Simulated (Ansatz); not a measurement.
# CaScC4N4: the cost of one run

Method: DFT PBE, scalar-relativistic, plane waves, PAW, in Ansatz 0.2.0.

### Step 1. Starting point

Symmetry: P4/mmm, No. 123, tetragonal system. The conventional cell has a = 7.631 Å, b = 7.631 Å, c = 4.045 Å, α = 90.00°, β = 90.00°, γ = 90.00°. Around Ca (site symmetry 4/mmm) lie 4 C at 2.11 Å. Sc (site symmetry 4/mmm) is surrounded by 4 N at 2.12 Å. C (site symmetry m2m) has 1 N at 1.17 Å in its first shell of neighbours. N (site symmetry m2m) has 1 C at 1.17 Å in its first shell of neighbours.

Coordinates:

```xyz
10
Lattice="7.6311 0.0000 0.0000 0.0000 7.6311 0.0000 0.0000 0.0000 4.0448" Properties=species:S:1:pos:R:3 pbc="T T T"
Ca    0.0000    0.0000    0.0000
Sc    3.8155    3.8155    0.0000
C     1.4892    6.1419    0.0000
C     6.1419    1.4892    0.0000
C     1.4892    1.4892    0.0000
C     6.1419    6.1419    0.0000
N     2.3165    5.3146    0.0000
N     5.3146    2.3165    0.0000
N     2.3165    2.3165    0.0000
N     5.3146    5.3146    0.0000
```

The cell is invented: stacked square cyanide-bridged sheets (P4/mmm, No. 123). Its size is a rough estimate.

### Step 2. A first look at the guess

input.yaml reads:

```yaml
crystal:
  lattice:
    - [7.63109638, 0.0, 0.0]
    - [0.0, 7.63109638, 0.0]
    - [0.0, 0.0, 4.04476692]
  atoms:
    - { symbol: Ca, position: [0.0, 0.0, 0.0] }
    - { symbol: Sc, position: [0.5, 0.5, 0.0] }
    - { symbol: C, position: [0.19514455, 0.80485545, 0.0] }
    - { symbol: C, position: [0.80485545, 0.19514455, 0.0] }
    - { symbol: C, position: [0.19514455, 0.19514455, 0.0] }
    - { symbol: C, position: [0.80485545, 0.80485545, 0.0] }
    - { symbol: "N", position: [0.30355819, 0.69644181, 0.0] }
    - { symbol: "N", position: [0.69644181, 0.30355819, 0.0] }
    - { symbol: "N", position: [0.30355819, 0.30355819, 0.0] }
    - { symbol: "N", position: [0.69644181, 0.69644181, 0.0] }
basis:
  ecutwfc: 420
kpoints:
  mp_grid: { grid: [2, 2, 4] }
hamiltonian:
  xc: pbe
scf:
  occupations: { method: gaussian, width: 0.1 }
  lower_state_search: "off"
output:
  forces: true
  stress: true
  eigenvalues: true
```

Started as:

```sh
$ ansatz run input.yaml --threads 1 --pin off --max-ram 2560MiB --backend cpu --events-out ev --progress --plain --runs-dir out
```

Q: Estimate wall time and peak memory on 1 thread of Intel Xeon 6975P-C (Granite Rapids), shared host.

About 3 s, with a peak of 0.5 GiB.
